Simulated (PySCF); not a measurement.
# CoH8O4 (+3): ligand-field states, part 2 of 2

PySCF 2.14.0. Atoms count from 0. The steps go on from the part before.

## (5) Ligand-field states: state-averaged CASSCF (bond length × 1.04)

The job: settings as JSON, then the geometry in Å.

```
{"job": {"kind": "lf", "basis": {"metal": "x2c-TZVPall", "ligand": "x2c-SVPall"}, "nevpt": true, "reuse": true}, "charge": 3, "metal": "Co", "open_shell": "d6"}
Co     0.000000     0.000000     0.000000
O      1.110822     1.110822     1.110822
H      0.894790     1.990806     1.442799
H      1.990806     0.894790     1.442799
O     -1.110822    -1.110822     1.110822
H     -0.894790    -1.990806     1.442799
H     -1.990806    -0.894790     1.442799
O     -1.110822     1.110822    -1.110822
H     -1.990806     0.894790    -1.442799
H     -0.894790     1.990806    -1.442799
O      1.110822    -1.110822    -1.110822
H      1.990806    -0.894790    -1.442799
H      0.894790    -1.990806    -1.442799
```

Level: state-averaged CASSCF of the metal d shell, SC-NEVPT2 on the averaged canonical orbitals, state-interaction spin-orbit coupling.

Output:

```text
basis functions 144, electrons 64, active (6e, 5o)
start from the orbitals of the previous structure
stage 1: DIIS on the effective Fock matrix, level shift 0.30
cycle   1  E = -1692.1545734102  dE = -1.692e+03  max|g| = 5.740e+00
cycle   2  E = -1694.4978211436  dE = -2.343e+00  max|g| = 4.614e-01
cycle   3  E = -1693.7250531093  dE =  7.728e-01  max|g| = 7.523e-01
cycle   4  E = -1694.3898064937  dE = -6.648e-01  max|g| = 3.741e-01
cycle   5  E = -1694.5394863367  dE = -1.497e-01  max|g| = 1.729e-01
cycle   6  E = -1694.5827978916  dE = -4.331e-02  max|g| = 1.642e-01
cycle   7  E = -1694.5392352351  dE =  4.356e-02  max|g| = 1.263e-01
cycle   8  E = -1694.5990265456  dE = -5.979e-02  max|g| = 1.024e-01
cycle   9  E = -1694.5781083378  dE =  2.092e-02  max|g| = 1.323e-01
cycle  10  E = -1694.4276479095  dE =  1.505e-01  max|g| = 3.383e-01
cycle  11  E = -1693.9706345199  dE =  4.570e-01  max|g| = 6.473e-01
cycle  12  E = -1693.4135874024  dE =  5.570e-01  max|g| = 8.735e-01
cycle  13  E = -1692.8025421961  dE =  6.110e-01  max|g| = 1.225e+00
cycle  14  E = -1692.2670670007  dE =  5.355e-01  max|g| = 1.292e+00
cycle  15  E = -1691.7642231973  dE =  5.028e-01  max|g| = 1.758e+00
stage 2: quasi-Newton rotations from the point of smallest gradient
cycle  17  E = -1694.6088698841  dE = -9.843e-03  max|g| = 1.221e-01
cycle  18  E = -1694.6155769877  dE = -6.707e-03  max|g| = 1.074e-02
cycle  19  E = -1694.6156758099  dE = -9.882e-05  max|g| = 1.453e-03
cycle  20  E = -1694.6156823874  dE = -6.577e-06  max|g| = 4.536e-04
cycle  21  E = -1694.6156828747  dE = -4.874e-07  max|g| = 1.576e-04
cycle  22  E = -1694.6156829294  dE = -5.467e-08  max|g| = 4.404e-05
cycle  23  E = -1694.6156829338  dE = -4.383e-09  max|g| = 1.398e-05
cycle  24  E = -1694.6156829342  dE = -4.309e-10  max|g| = 2.837e-06
converged average energy = -1694.6156829342

 mult deg   label        CASSCF/cm-1   NEVPT2/cm-1
   5   1   5B1                 0.0           0.0
   5   1   5A1              2687.2        5274.9
   5   2   5E               5929.1        8988.0
   5   1   5B2              6464.5       10437.3
   3   1   3A2             21055.4       18299.9
   3   2   3E              22048.1       20292.2
   3   2   3E              24526.7       21777.4
   3   1   3B1             24105.7       23317.3
   3   1   3A2             25691.3       23763.5
   3   1   3A1             25739.5       26322.7
   3   1   3B1             28768.7       27267.3
   3   1   3B2             27186.8       27606.7
   3   2   3E              27929.8       29262.4
   3   1   3A1             30673.1       29685.3
   1   1   1B2             33202.7       30042.2
   3   2   3E              29916.9       30379.8
   1   1   1B1             33101.2       30636.0
   1   1   1A1             33563.9       31614.7
   1   2   1E              33608.8       31675.9
   3   1   3B1             32193.0       31880.7
   3   2   3E              31380.1       32204.5
   3   2   3E              32858.6       32438.4
   3   1   3A2             30937.1       32787.9
   1   2   1E              35494.8       32854.1
   3   1   3B2             31957.3       33470.7
   3   1   3A1             33765.5       34596.5
   3   1   3A2             34788.5       35589.9
   1   1   1A1             37578.3       36692.1
   1   1   1B1             37050.5       36747.2
   3   2   3E              36105.8       37320.2
   1   1   1A1             39641.0       37320.2
   1   1   1A2             38217.2       37766.8
   1   1   1B2             37922.8       38227.8
   3   1   3B1             40527.5       38554.7
   3   1   3A2             36327.1       38766.0
   3   1   3B2             37824.3       39688.4
   3   1   3A1             41329.9       40253.4
   1   2   1E              39536.2       40639.2
   3   2   3E              38333.5       41097.9
   3   2   3E              42753.7       41346.0
   1   2   1E              41079.0       42258.0
   3   1   3B2             43483.9       42395.3
   1   1   1B1             43717.7       43282.5
   1   1   1A1             47157.2       44045.9
   1   1   1B1             47390.9       45277.8
   1   1   1A1             45824.8       45284.9
   1   1   1B2             42783.3       45405.5
   1   1   1A2             44719.3       45914.3
   1   2   1E              51733.5       47927.2
   1   2   1E              47610.4       50431.9
   1   1   1B2             53912.1       50904.6
   1   2   1E              56780.9       52866.3
   1   1   1A2             56877.7       53364.3
   1   1   1A1             52614.1       55095.0
   1   1   1B1             58584.2       55818.6
   1   2   1E              58869.2       56353.9
   1   1   1B2             58658.5       56446.2
   3   2   3E              65182.2       58892.1
   3   1   3A2             66369.1       61120.2
   3   1   3A2             67903.1       61602.7

spin-orbit levels / cm-1
      0.00  x1  5B1 1.00
      0.21  x1  5B1 1.00
     27.44  x2  5B1 1.00
     36.58  x1  5B1 1.00
   5212.39  x1  5A1 0.98
   5231.22  x2  5A1 0.98
   5287.49  x1  5A1 0.99
   5288.17  x1  5A1 0.99
   8740.90  x2  5E 0.98
   8846.87  x1  5E 0.95 5B2 0.04
   8928.66  x1  5E 0.99
   9029.26  x2  5E 0.97
   9138.13  x1  5E 0.98
   9197.73  x1  5E 0.95
   9317.87  x2  5E 0.99
  10520.36  x1  5B2 0.98
  10521.14  x1  5B2 0.97
  10536.78  x2  5B2 0.96 5E 0.03
  10541.64  x1  5B2 0.96 5E 0.04
  18302.43  x1  3A2 0.98
  18302.74  x2  3A2 0.98
  20198.32  x1  3E 0.99
  20259.06  x1  3E 0.99
  20306.03  x2  3E 0.99
  20353.06  x1  3E 0.98
  20400.35  x1  3E 0.99
  21489.99  x1  3E 0.99
  21508.66  x1  3E 0.99
  21785.41  x2  3E 0.93 3A2 0.05
  21915.20  x1  3E 0.87 3A2 0.10
```

Run time: 7.3 s. Hardware: 1 thread of Arm Neoverse V2, shared host; peak memory 0.31 GiB.

In short:

| quantity | value |
| --- | --- |
| spin-orbit constant ζ | 549 cm⁻¹ |

Powder susceptibility:

| T (K) | χT (cm³ K/mol) | μ(eff) |
| --- | --- | --- |
| 2 | 2.301 | 4.29 |
| 20 | 2.973 | 4.88 |
| 100 | 3.170 | 5.04 |
| 300 | 3.191 | 5.05 |

## (6) Ligand-field states: state-averaged CASSCF (bond length × 1.08)

The job: settings as JSON, then the geometry in Å.

```
{"job": {"kind": "lf", "basis": {"metal": "x2c-TZVPall", "ligand": "x2c-SVPall"}, "nevpt": true, "reuse": true}, "charge": 3, "metal": "Co", "open_shell": "d6"}
Co     0.000000     0.000000     0.000000
O      1.153546     1.153546     1.153546
H      0.937514     2.033530     1.485523
H      2.033530     0.937514     1.485523
O     -1.153546    -1.153546     1.153546
H     -0.937514    -2.033530     1.485523
H     -2.033530    -0.937514     1.485523
O     -1.153546     1.153546    -1.153546
H     -2.033530     0.937514    -1.485523
H     -0.937514     2.033530    -1.485523
O      1.153546    -1.153546    -1.153546
H      2.033530    -0.937514    -1.485523
H      0.937514    -2.033530    -1.485523
```

With the program's defaults for keys left out, this is: state-averaged CASSCF of the metal d shell, SC-NEVPT2 on the averaged canonical orbitals, state-interaction spin-orbit coupling.

Output:

```text
basis functions 144, electrons 64, active (6e, 5o)
start from the orbitals of the previous structure
stage 1: DIIS on the effective Fock matrix, level shift 0.30
cycle   1  E = -1694.2334938236  dE = -1.694e+03  max|g| = 1.834e+00
cycle   2  E = -1694.4363027984  dE = -2.028e-01  max|g| = 3.467e-01
cycle   3  E = -1694.5297013743  dE = -9.340e-02  max|g| = 4.077e-01
cycle   4  E = -1694.4062061254  dE =  1.235e-01  max|g| = 2.936e-01
cycle   5  E = -1694.2341973740  dE =  1.720e-01  max|g| = 4.167e-01
cycle   6  E = -1693.7537239537  dE =  4.805e-01  max|g| = 6.675e-01
cycle   7  E = -1693.2658448056  dE =  4.879e-01  max|g| = 9.166e-01
cycle   8  E = -1693.4856938229  dE = -2.198e-01  max|g| = 9.128e-01
cycle   9  E = -1693.6911958839  dE = -2.055e-01  max|g| = 8.723e-01
cycle  10  E = -1693.8078228939  dE = -1.166e-01  max|g| = 8.165e-01
cycle  11  E = -1693.9476433256  dE = -1.398e-01  max|g| = 6.791e-01
cycle  12  E = -1694.0295778282  dE = -8.193e-02  max|g| = 5.893e-01
cycle  13  E = -1694.1508623674  dE = -1.213e-01  max|g| = 4.647e-01
cycle  14  E = -1694.4817620146  dE = -3.309e-01  max|g| = 2.333e-01
cycle  15  E = -1694.5714465414  dE = -8.968e-02  max|g| = 1.114e-01
stage 2: quasi-Newton rotations from the point of smallest gradient
cycle  17  E = -1694.6060929923  dE = -3.465e-02  max|g| = 9.331e-02
cycle  18  E = -1694.6109573424  dE = -4.864e-03  max|g| = 2.678e-02
cycle  19  E = -1694.6128201660  dE = -1.863e-03  max|g| = 1.046e-02
cycle  20  E = -1694.6129116678  dE = -9.150e-05  max|g| = 3.441e-03
cycle  21  E = -1694.6129230219  dE = -1.135e-05  max|g| = 5.352e-04
cycle  22  E = -1694.6129240943  dE = -1.072e-06  max|g| = 1.940e-04
cycle  23  E = -1694.6129241392  dE = -4.484e-08  max|g| = 4.694e-05
cycle  24  E = -1694.6129241440  dE = -4.787e-09  max|g| = 1.459e-05
cycle  25  E = -1694.6129241445  dE = -5.482e-10  max|g| = 5.361e-06
converged average energy = -1694.6129241445

 mult deg   label        CASSCF/cm-1   NEVPT2/cm-1
   5   1   5B1                 0.0           0.0
   5   1   5A1              2147.8        4483.0
   5   2   5E               4876.3        7736.5
   5   1   5B2              5225.9        8912.5
   3   1   3A2             21845.0       19299.5
   3   2   3E              22618.3       20989.0
   3   2   3E              24894.8       22370.2
   3   1   3B1             24233.2       23522.0
   3   1   3A2             25893.6       24078.9
   3   1   3A1             25546.0       26135.4
   3   1   3B1             28664.0       27196.6
   3   1   3B2             26923.6       27435.5
   3   2   3E              27429.9       28600.8
   3   1   3A1             30657.8       29529.9
   3   2   3E              29314.9       29579.7
   1   1   1B2             34034.6       31087.8
   3   2   3E              30678.8       31192.3
   3   1   3B1             31934.7       31398.0
   3   1   3A2             30074.7       31600.2
   1   1   1B1             33855.5       31602.7
   3   2   3E              32450.1       31915.4
   3   1   3B2             31125.4       32195.0
   1   2   1E              34220.6       32376.9
   1   1   1A1             34186.2       32381.9
   1   2   1E              35993.1       33478.6
   3   1   3A1             33287.2       33929.7
   3   1   3A2             33599.6       34229.2
   3   2   3E              34955.1       36140.1
   1   1   1A1             37669.2       36833.8
   1   1   1B1             37062.2       36881.0
   3   1   3A2             35126.4       37100.0
   1   1   1A1             39674.7       37623.7
   1   1   1A2             38164.5       37795.8
   1   1   1B2             37839.8       38004.8
   3   1   3B1             40368.6       38221.1
   3   1   3B2             36686.0       38337.3
   3   2   3E              36828.9       39146.6
   3   1   3A1             40999.9       39612.2
   1   2   1E              39161.5       40108.5
   3   2   3E              42353.8       40826.0
   1   2   1E              40447.1       41480.2
   3   1   3B2             43024.7       41878.4
   1   1   1A1             47211.7       42707.4
   1   1   1B1             47168.9       43490.4
   1   1   1B1             43151.8       43614.4
   1   1   1B2             41803.6       44156.4
   1   1   1A2             43703.2       44744.3
   1   1   1A1             45127.3       45604.4
   1   2   1E              51253.4       47234.0
   1   2   1E              46130.1       48876.8
   1   1   1B2             53282.0       50449.4
   1   3   1T1             56707.5       52764.6
   1   1   1A1             50928.0       53111.7
   1   1   1B2             58012.4       55137.9
   1   1   1B1             58193.7       55158.2
   1   2   1E              58396.3       55575.6
   3   2   3E              65395.6       58919.0
   3   1   3A2             66367.0       60894.4
   3   1   3A2             67818.4       61414.3
   3   1   3B1             67300.7       62020.6

spin-orbit levels / cm-1
      0.00  x1  5B1 0.99
      0.23  x1  5B1 0.99
     29.71  x2  5B1 1.00
     39.62  x1  5B1 1.00
   4416.80  x1  5A1 0.97
   4436.74  x2  5A1 0.97
   4496.56  x1  5A1 0.99
   4497.54  x1  5A1 0.99
   7487.20  x2  5E 0.98
   7592.13  x1  5E 0.93 5B2 0.06
   7690.60  x1  5E 0.98
   7785.49  x2  5E 0.96
   7889.36  x1  5E 0.97 5B2 0.03
   7960.98  x1  5E 0.94 5B2 0.03
   8082.43  x2  5E 0.99
   9015.30  x1  5B2 0.96 5E 0.03
   9016.92  x1  5B2 0.96 5E 0.03
   9033.89  x2  5B2 0.95 5E 0.05
   9039.07  x1  5B2 0.94 5E 0.06
  19301.62  x2  3A2 0.98
  19304.01  x1  3A2 0.98
  20922.29  x1  3E 0.99
  20989.15  x1  3E 0.99
  21004.41  x2  3E 0.99
  21027.38  x1  3E 0.98
  21069.54  x1  3E 0.99
  22073.58  x1  3E 0.99
  22084.72  x1  3E 0.99
  22354.56  x2  3E 0.91 3A2 0.06
  22475.25  x1  3E 0.84 3A2 0.13
```

It took 7.4 s on 1 thread of Arm Neoverse V2, shared host; peak memory 0.31 GiB.

From this job:

| quantity | value |
| --- | --- |
| spin-orbit constant ζ | 553 cm⁻¹ |

Powder susceptibility:

| T (K) | χT (cm³ K/mol) | μ(eff) |
| --- | --- | --- |
| 2 | 2.330 | 4.32 |
| 20 | 2.986 | 4.89 |
| 100 | 3.203 | 5.06 |
| 300 | 3.226 | 5.08 |

## (7) The runs side by side

From the NEVPT2 states (cm⁻¹; the spread is that of the fitted one-electron ligand-field levels):

| step | setting | ground state | next state | orbital spread | Racah B | ζ | μ(eff), 300 K |
| --- | --- | --- | --- | --- | --- | --- | --- |
| 2 | as given | 5B1 | 5A1 at 6271 | 11272 | 1039 | 543 | 5.03 |
| 3 | bond length × 0.92 | 5B1 | 5A1 at 9088 | 16319 | 1022 | 525 | 4.98 |
| 4 | bond length × 0.96 | 5B1 | 5A1 at 7520 | 13496 | 1030 | 535 | 5.00 |
| 5 | bond length × 1.04 | 5B1 | 5A1 at 5275 | 9479 | 1048 | 549 | 5.05 |
| 6 | bond length × 1.08 | 5B1 | 5A1 at 4483 | 8063 | 1055 | 553 | 5.08 |

## (8) Outcome

What follows sums up all 2 parts.

| quantity | value |
| --- | --- |
| spin-orbit constant ζ (step 2, state-averaged CASSCF) | 543 cm⁻¹ |
| ground multiplicity, μ(eff) at 300 K (step 2, 4 donors at 1.85 Å) | 5, 5.03 μB |
| ground multiplicity, μ(eff) at 300 K (step 3, 4 donors at 1.70 Å) | 5, 4.98 μB |
| ground multiplicity, μ(eff) at 300 K (step 4, 4 donors at 1.78 Å) | 5, 5.00 μB |
| ground multiplicity, μ(eff) at 300 K (step 5, 4 donors at 1.92 Å) | 5, 5.05 μB |
| ground multiplicity, μ(eff) at 300 K (step 6, 4 donors at 2.00 Å) | 5, 5.08 μB |

In step 2, χT goes from 2.27 at 2 K to 3.16 cm³ K/mol at 300 K, as higher levels fill or mix in. The spread of the ligand-field levels runs from 8063 cm⁻¹ (bond length × 1.08) to 16319 cm⁻¹ (bond length × 0.92); μ(eff) at 300 K: 4.98 to 5.08 μB.
